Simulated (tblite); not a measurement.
# C3H12O2SSi2: the cost of one run

Computed with tblite 0.8.0 and PySCF 2.14.0, with density-fitted response routines of our own, on a single molecule in the gas phase. Atoms are numbered from 0 throughout.

## (1) The starting structure

20 atoms, charge 0, multiplicity 1; geometry from: force field or distance geometry start.

Bonds of the start (Å): C0–C1 1.52, C1–O2 1.37, O2–C3 1.38, C3–Si4 1.85, C3–O5 1.38, O5–Si6 1.69, Si6–S7 2.17, C0–H8 1.10, C0–H9 1.10, C0–H10 1.12, C1–H11 1.09, C1–H12 1.15, C3–H13 1.10, Si4–H14 1.50, Si4–H15 1.46, Si4–H16 1.46, Si6–H17 1.48, Si6–H18 1.47, S7–H19 1.42.

## (2) Geometry optimisation with GFN2-xTB

Job settings and geometry (Å):

```
{"job": {"kind": "relax", "xc": "GFN2-xTB", "basis": "xTB"}, "charge": 0, "multiplicity": 1}
C     -3.090700     0.375300     0.855200
C     -1.834700    -0.395000     0.490500
O     -0.928300     0.468800    -0.069000
C      0.273800    -0.080500    -0.462400
Si     0.576100     0.063500    -2.281200
O      1.277200     0.632800     0.166000
Si     2.304500    -0.256000     1.172500
S      4.321600     0.323600     0.612200
H     -3.951100    -0.299800     0.738900
H     -3.031400     0.672100     1.914700
H     -3.217800     1.259400     0.173300
H     -2.120100    -1.269500    -0.099400
H     -1.420800    -0.756400     1.496100
H      0.274900    -1.150500    -0.213800
H      0.637800     1.517900    -2.623800
H      1.840200    -0.608000    -2.589200
H     -0.506900    -0.522400    -3.059600
H      2.167600     0.084800     2.604200
H      2.218100    -1.711600     1.019100
H      4.204900     1.662300     0.152700
```

The run is started by

```
OMP_NUM_THREADS=1 python probes_run.py task.json out
```

The driver reads the jobs from task.json and runs them one after another.

Q: Estimate the wall time of this first job on 1 thread of Arm Neoverse N1, shared host.

About 4.8 s.
